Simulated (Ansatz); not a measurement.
**CH₃BO₂S: a ladder of functionals and wavefunction methods**

Aim: compute CH₃BO₂S with functionals from several rungs and with coupled cluster, and see how far each lands from CCSD(T) at the basis-set limit for the atomisation energy.

Method: functionals in def2-TZVPP, the program's frozen cores in correlated methods; program: Ansatz 0.2.0, Gaussian basis.

The runs, in order: LDA (SPW92), PBE-D4, revPBE-D4, BLYP-D4, r2SCAN-D4, B97M-V, PBE0-D4, B3LYP-D4, r2SCANh-D4, r2SCAN0-D4, HSE06-D4, BHLYP-D4, CAM-B3LYP-D4, LC-ωPBE, ωB97X-V, ωB97M-V, B2PLYP, PBE-QIDH; CCSD(T)/def2-SVP; CCSD(T)/def2-TZVPP; MP2/def2-QZVPP; extrapolation to the limit; RPA on PBE.

## (1) The relaxed structure

The geometry comes from an earlier relaxation with PBE0-D4 in a triple-zeta def2 set; it is a stationary point, not always the lowest conformer.

SMILES `OB1OCS1`, 8 atoms, charge 0, spin multiplicity 1.

Atoms are counted from 1 here; the program's logs count them from 0.

Bond lengths: O1–B2 1.344 Å, O1–H6 0.959 Å, B2–O3 1.374 Å, B2–S5 1.830 Å, O3–C4 1.422 Å, C4–S5 1.837 Å, C4–H7 1.090 Å, C4–H8 1.090 Å. Angles: B2–O1–H6 114.4°, O1–B2–O3 124.6°, O1–B2–S5 136.2°, O3–B2–S5 99.2°, B2–O3–C4 95.2°, O3–C4–S5 97.1°, O3–C4–H7 111.4°, O3–C4–H8 111.4°, S5–C4–H7 112.3°, S5–C4–H8 112.3°, H7–C4–H8 111.6°, B2–S5–C4 68.5°.

## (2) LDA

This LDA is Slater exchange with PW92 correlation.

in.yaml reads:

```yaml
crystal:
  periodic: [false, false, false]
  atoms:
    - {symbol: O, position_ang: [-0.339818, 1.648013, 1.276544]}
    - {symbol: B, position_ang: [-0.118050, 0.635764, 0.420690]}
    - {symbol: O, position_ang: [0.025192, -0.680464, 0.788622]}
    - {symbol: C, position_ang: [0.220671, -1.162892, -0.534317]}
    - {symbol: S, position_ang: [0.083964, 0.457622, -1.389251]}
    - {symbol: H, position_ang: [-0.416184, 2.508407, 0.860621]}
    - {symbol: H, position_ang: [-0.570874, -1.852857, -0.826603]}
    - {symbol: H, position_ang: [1.207398, -1.610692, -0.652106]}
basis:
  gaussian: {orbitals: def2-TZVPP}
hamiltonian: {xc: lda}
output: {orbitals: {seedname: orbitals}}
```

Command:

```sh
$ ansatz run in.yaml --threads 2 --pin off --events-out ev --progress --plain --max-ram 4352MiB
```

The runs that follow: PBE-D4 (GGA); revPBE-D4 (GGA); BLYP-D4 (GGA); r2SCAN-D4 (meta-GGA); B97M-V (meta-GGA); PBE0-D4 (hybrid); B3LYP-D4 (hybrid); r2SCANh-D4 (hybrid); r2SCAN0-D4 (hybrid); HSE06-D4 (hybrid); BHLYP-D4 (hybrid); CAM-B3LYP-D4 (range-separated); LC-ωPBE (range-separated); ωB97X-V (range-separated); ωB97M-V (range-separated); B2PLYP (double hybrid); PBE-QIDH (double hybrid); CCSD(T) in def2-SVP; CCSD(T) in def2-TZVPP; MP2 in def2-QZVPP; RPA on PBE orbitals.

Before running them: what should the planned runs give, taken together? Wanted: atomisation energy, CCSD(T)/CBS; farthest beyond LDA; mean size of error, GGA; mean size of error, meta-GGA; mean size of error, hybrid; mean size of error, range-separated; mean size of error, double hybrid; gap, smallest and largest; T1 diagnostic.

As calculated:

| quantity | value |
| --- | --- |
| atomisation energy, CCSD(T)/CBS | 35.021 eV |
| functionals within 0.175 eV (0.5 %) | revPBE-D4, BLYP-D4, B3LYP-D4, r2SCANh-D4, CAM-B3LYP-D4, LC-ωPBE, ωB97X-V, PBE-QIDH |
| farthest beyond LDA | BHLYP-D4 (-1.551 eV) |
| mean size of error, GGA | 0.516 eV |
| mean size of error, meta-GGA | 0.335 eV |
| mean size of error, hybrid | 0.469 eV |
| mean size of error, range-separated | 0.175 eV |
| mean size of error, double hybrid | 0.184 eV |
| gap, smallest and largest | 5.11 eV (BLYP-D4), 12.49 eV (LC-ωPBE) |
| T1 diagnostic | 0.0133 |
| triples share of the correlation energy | 4.2 % |

LDA overbinds by 6.277 eV (18 %). PBE-D4 misses by +1.306 eV. Double hybrids carry the basis error of their MP2 part in triple zeta, and no dispersion term here, so their miss is partly the set-up's. Taken by rung, range-separated functionals do best (0.175 eV on average) and GGA ones worst beyond LDA (0.516 eV). The gap between the best rungs is small, so their order is not settled. Misses under about 0.175 eV are within the doubt on the reference itself, which lacks core-valence correlation, relativity and higher excitations. Hartree-Fock recovers 70 % of the binding; the rest is correlation. CCSD(T) in def2-SVP is off by -1.922 eV, more than most functionals: a good method in a small basis is no reference. The gap grows from 5.1 to 12.5 eV across the functionals, mostly with the share of exact exchange.
